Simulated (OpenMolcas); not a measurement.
# CH6BNO2 (SMILES COB(N)O) at 6 levels

We compute a comparison of 6 runs (HF/3-21G, M06-L/6-31G*, PBE0/6-31G*, TPSS/6-31G*, revPBE/6-31G*, CCSD(T)/6-31G*) of CH6BNO2. 

The calculation is run with OpenMolcas 26.06.

## Step 1: The system as given

CH6BNO2 has 11 atoms, charge 0, and is taken as a singlet. SMILES: `COB(N)O`. The coordinates come from a PBE0-D4/def2-TZVP relaxation. This is one conformer, not always the lowest.

Bond lengths: C1–O2 1.404 Å, O2–B3 1.375 Å, B3–N4 1.409 Å, B3–O5 1.372 Å, C1–H6 1.096 Å, C1–H7 1.091 Å, C1–H8 1.096 Å, N4–H9 1.002 Å, N4–H10 1.003 Å, O5–H11 0.959 Å. Some angles: C1–O2–B3 120.9°, O2–B3–N4 123.5°, O2–B3–O5 117.8°, N4–B3–O5 118.7°, O2–C1–H6 111.6°, O2–C1–H7 108.2°, O2–C1–H8 111.6°, B3–N4–H9 124.4°, B3–N4–H10 121.1°, B3–O5–H11 111.1°.

## Step 2: Energy and gradient at HF/3-21G (run 1)

The input, job.inp:

```
>>> EXPORT MOLCAS_PRINT=2

&GATEWAY
  BasLib=$CurrDir
  Coord
  11
  angstrom
  C        0.713500       0.851600       1.129700
  O       -0.446700       0.102500       0.878500
  B       -0.644000      -0.506700      -0.338400
  N        0.275800      -0.431900      -1.403700
  O       -1.801000      -1.223100      -0.514800
  H        0.801300       1.701800       0.443100
  H        0.654400       1.238600       2.147600
  H        1.616900       0.236000       1.047600
  H        1.144100       0.066300      -1.366900
  H        0.095200      -0.890900      -2.277500
  H       -2.344100      -1.201100       0.275400
  Basis=3-21G
  Group=NoSym

&SEWARD

&SCF
  Thresholds=1e-10 1e-07 1e-07 1e-05
  PrOrbitals=1 1

&ALASKA
```

The basis set 3-21G is read from a file made from the Basis Set Exchange's data (not shown).

Run with:

```bash
$ export MOLCAS_MEM=1860
$ pymolcas job.inp > job.log
```

The program printed:

```text
--- Start Module: gateway ---
[...]
--- Stop Module: gateway /rc=_RC_ALL_IS_WELL_ ---
[...]
      Basis functions           57
[...]
--- Start Module: scf ---
[...]
       Convergence after  13 Iterations
[...]
::    Total SCF energy                               -268.8824019900
[...]
      Total spin, S                                     0.0000000000
[...]
      Total electronic charge=   40.000000
      Total            charge=   -0.000000
[...]
      Dipole Moment (debye):
      Origin of the operator (angstrom)=   -0.3815   -0.2421   -0.0498
                   X=  2.1174E+00               Y=  1.2593E+00               Z=  1.9599E-01           Total=  2.4714E+00
      Quadrupole Moment (debye*angstrom):
[...]
--- Stop Module: scf /rc=_RC_ALL_IS_WELL_ ---
--- Start Module: alaska ---
[...]
 *              Molecular gradients               *
 **************************************************
  Irreducible representation: a
 ------------------------------------------------------------------------------------------
                              X                       Y                       Z
 ------------------------------------------------------------------------------------------
  C1               -2.27865393665700E-02   -1.82159089836618E-02   -1.33075874408006E-02
  O2                1.02255569536913E-02    3.82011699472828E-03   -4.57387954248745E-03
  B3               -2.88670262446189E-03    4.82078924814602E-03    1.56350633478628E-02
  N4               -1.02494760244500E-02   -2.36287244122185E-03    8.14548856359032E-03
  O5                7.42660390387861E-03    3.22637976546680E-03   -2.20600637780066E-03
  H6               -3.90997897619427E-04    6.23691255741665E-03   -4.72598830704718E-03
  H7               -7.34203955840229E-04    2.54504575440784E-03    7.12832229153104E-03
  H8                5.90703454219055E-03   -5.09381175764267E-03   -3.82996354912069E-05
[...]
--- Stop Module: alaska /rc=_RC_ALL_IS_WELL_ ---
[...]
```

Wall time 2.1 s (1 thread of Intel Xeon 6975P-C (Granite Rapids), shared host); peak memory 0.39 GiB.

## Step 3: Energy and forces at M06-L/6-31G(d) (spherical functions) (run 2)

The input, job.inp:

```
* CH6BNO2 Kohn-Sham DFT

&GATEWAY
 BasLib=$CurrDir
 Coord
 11
 bohr
 C      1.34831959     1.60929077     2.13482360
 O     -0.84414066     0.19369693     1.66012440
 B     -1.21698362    -0.95752423    -0.63948332
 N      0.52118647    -0.81617271    -2.65260856
 O     -3.40339675    -2.31132402    -0.97283101
 H      1.51423754     3.21593592     0.83733765
 H      1.23663678     2.34061478     4.05837583
 H      3.05549817     0.44597537     1.97967709
 H      2.16203566     0.12528884    -2.58306664
 H      0.17990193    -1.68355700    -4.30385125
 H     -4.42970701    -2.26975005     0.52043057
 Basis=6-31Gs
 Group=NoSym

&SEWARD
 GridInput
 Grid=UltraFine
 End of Grid

&SCF
 KSDFT=M06L
 Thresholds=1e-10 1e-07 1e-07 1e-05
 PrOrbitals=1 2

&ALASKA
```

The basis set 6-31G* is read from a file made from the Basis Set Exchange's data (not shown).

Run with:

```bash
$ export MOLCAS_MEM=1860
$ pymolcas job.inp > job.log
```

The program printed:

```text
--- Start Module: gateway ---
[...]
--- Stop Module: gateway /rc=_RC_ALL_IS_WELL_ ---
[...]
      Basis functions           82
[...]
--- Start Module: scf ---
[...]
       Convergence after  15 Iterations
[...]
::    Total KS-DFT energy                            -271.8529469802
[...]
      Total spin, S                                     0.0000000000
[...]
      Total electronic charge=   40.000000
      Total            charge=   -0.000000
[...]
      Dipole Moment (debye):
      Origin of the operator (angstrom)=   -0.3815   -0.2421   -0.0498
                   X=  1.5111E+00               Y=  8.8271E-01               Z=  1.0107E-01           Total=  1.7530E+00
      Quadrupole Moment (debye*angstrom):
[...]
--- Stop Module: scf /rc=_RC_ALL_IS_WELL_ ---
[...]
--- Start Module: alaska ---
[...]
 *              Molecular gradients               *
 **************************************************
  Irreducible representation: a
 ------------------------------------------------------------------------------------------
                              X                       Y                       Z
 ------------------------------------------------------------------------------------------
  C1                4.02264909456562E-03    2.86618287412654E-03    1.67038568229705E-03
  O2                7.86492045776299E-04   -1.81195410547152E-03   -5.48814303857981E-03
  B3                1.08810034072415E-03    2.85858352805923E-04   -8.00529348268908E-04
  N4                3.37499292690779E-04   -7.24272490448818E-06   -4.67804397780824E-04
  O5               -1.39004106088692E-04    2.41789278650906E-03    6.08049754754791E-03
  H6               -1.00925424406140E-03   -2.25116783695167E-03    1.96770358584630E-03
  H7                5.77420655573091E-06   -9.69023294318694E-04   -2.38246807950482E-03
  H8               -2.91300294982522E-03    1.15602569423690E-03    5.75916072983546E-04
[...]
--- Stop Module: alaska /rc=_RC_ALL_IS_WELL_ ---
[...]
```

It took 38 s on 1 thread of Intel Xeon 6975P-C (Granite Rapids), shared host; peak memory 0.46 GiB.

Runs 3 to 5 aren't shown in full; the table further down has their settings and results.

## Step 4: A single-point energy at CCSD(T)/6-31G(d) (spherical functions) (run 6)

The input, input.xyz:

```xyz
11

C      0.713500     0.851600     1.129700
O     -0.446700     0.102500     0.878500
B     -0.644000    -0.506700    -0.338400
N      0.275800    -0.431900    -1.403700
O     -1.801000    -1.223100    -0.514800
H      0.801300     1.701800     0.443100
H      0.654400     1.238600     2.147600
H      1.616900     0.236000     1.047600
H      1.144100     0.066300    -1.366900
H      0.095200    -0.890900    -2.277500
H     -2.344100    -1.201100     0.275400
```

The input, run.input:

```
&GATEWAY
BASLIB
$CurrDir
COORD
input.xyz
BASIS
6-31Gs
GROUP
NoSym
&SEWARD
&SCF
THRESHOLDS
1e-10 1e-07 1e-07 1e-05
PRORBITALS
1 2
&RASSCF
FILEORB
$Project.ScfOrb
SPIN
1
NACTEL
0 0 0
INACTIVE
20
RAS2
0
OUTORBITALS
Canonical
ORBLISTING
NoCore
&MOTRA
JOBIPH
FROZEN
5
&CCSDT
CCT
TRIPLES
2
ITERATIONS
80
ACCURACY
1e-08
EXTRAPOLATION
5 4
```

The basis set 6-31G* is read from a file made from the Basis Set Exchange's data (not shown).

Run with:

```bash
$ export MOLCAS_MEM=1860
$ pymolcas run.input > run.log
```

The program printed:

```text
--- Start Module: gateway ---
[...]
--- Stop Module: gateway /rc=_RC_ALL_IS_WELL_ ---
[...]
      Basis functions           82
[...]
       Convergence after  13 Iterations
[...]
::    Total SCF energy                               -270.3544230773
[...]
      Total spin, S                                     0.0000000000
[...]
      Number of active orbitals                  0
[...]
      Spin quantum number                      0.0
[...]
      Active orbitals                            0
[...]
      Number of CSFs                             1
[...]
      Number of root(s) required                 1
[...]
      Convergence after  4 iterations
[...]
      Natural orbitals and occupation numbers for root  1
      ************************************************************************************************************************
      *                                                    Final results                                                     *
      ************************************************************************************************************************
[...]
::    RASSCF root number  1 Total energy:   -270.35442308
[...]
      Total electronic charge=   40.000000
      Total            charge=   -0.000000
[...]
      Dipole Moment (debye):
      Origin of the operator (angstrom)=   -0.3815   -0.2421   -0.0498
                   X=  1.8030E+00               Y=  1.0794E+00               Z=  1.8422E-01           Total=  2.1094E+00
      Quadrupole Moment (debye*angstrom):
[...]
--- Start Module: motra ---
[...]
      *** WARNING: Default frozen orbitals is overwritten by user input.
      *** Default values:   5
[...]
--- Stop Module: motra /rc=_RC_ALL_IS_WELL_ ---
--- Start Module: ccsdt ---
[...]
      Convergence after                    16  Iterations
      Total energy (diff) :    -271.10491905      -0.00000000
[...]
 METHOD                       : CCSD+T(CCSD)+<T3(1)WT1> = CCSD(T)
[...]
       CCSD     =      -271.1049190456212
[...]
--- Stop Module: ccsdt /rc=_RC_ALL_IS_WELL_ ---
[...]
```

It took 50 s on 1 thread of Intel Xeon 6975P-C (Granite Rapids), shared host; peak memory 0.46 GiB.

## Step 5: Overview of the runs

```tsv
run	level	integration grid	task	energy (Eh)	dipole moment (D) of the reference	HOMO energy (eV)	LUMO energy (eV)	wall time
1	HF/3-21G	–	gradient	-268.882402	2.47	-10.86	6.92	2.1 s
2	M06-L/6-31G* (spherical functions)	UltraFine	gradient	-271.852947	1.75	-5.91	2.27	38 s
3	PBE0/6-31G* (spherical functions)	UltraFine	gradient	-271.580078	1.88	-7.11	2.53	29 s
4	TPSS/6-31G* (spherical functions)	UltraFine	gradient	-271.917232	1.79	-5.61	1.81	38 s
5	revPBE/6-31G* (spherical functions)	UltraFine	gradient	-271.790444	1.73	-5.46	1.63	32 s
6	CCSD(T)/6-31G* (spherical functions)	–	energy	-271.121638	2.11	-10.99	6.02	50 s
```

## Step 6: Results

```
                                          quantity          value
                               run 6: total energy  -271.12164 Eh
         run 6: dipole moment (mean-field density)         2.11 D
        run 6: HOMO energy (Hartree–Fock orbitals)      -10.99 eV
        run 6: LUMO energy (Hartree–Fock orbitals)        6.02 eV
      run 6: HOMO–LUMO gap (Hartree–Fock orbitals)       17.01 eV
run 6: correlation energy (5 core orbitals frozen)     -767.2 mEh
                             run 6: (T) correction     -16.72 mEh
```

**Reading.** Over runs 1, 2, 3, 4, 5 the dipole moment (its size) runs from 1.73 D (revPBE/6-31G*) to 2.47 D (HF/3-21G). The two ends differ in method and basis. Over runs 1, 2, 3, 4, 5 the HOMO–LUMO gap runs from 7.10 eV (revPBE/6-31G*) to 17.78 eV (HF/3-21G). Totals of different functionals can't be ranked against each other. All runs together took 3.2 min, the longest 50 s.
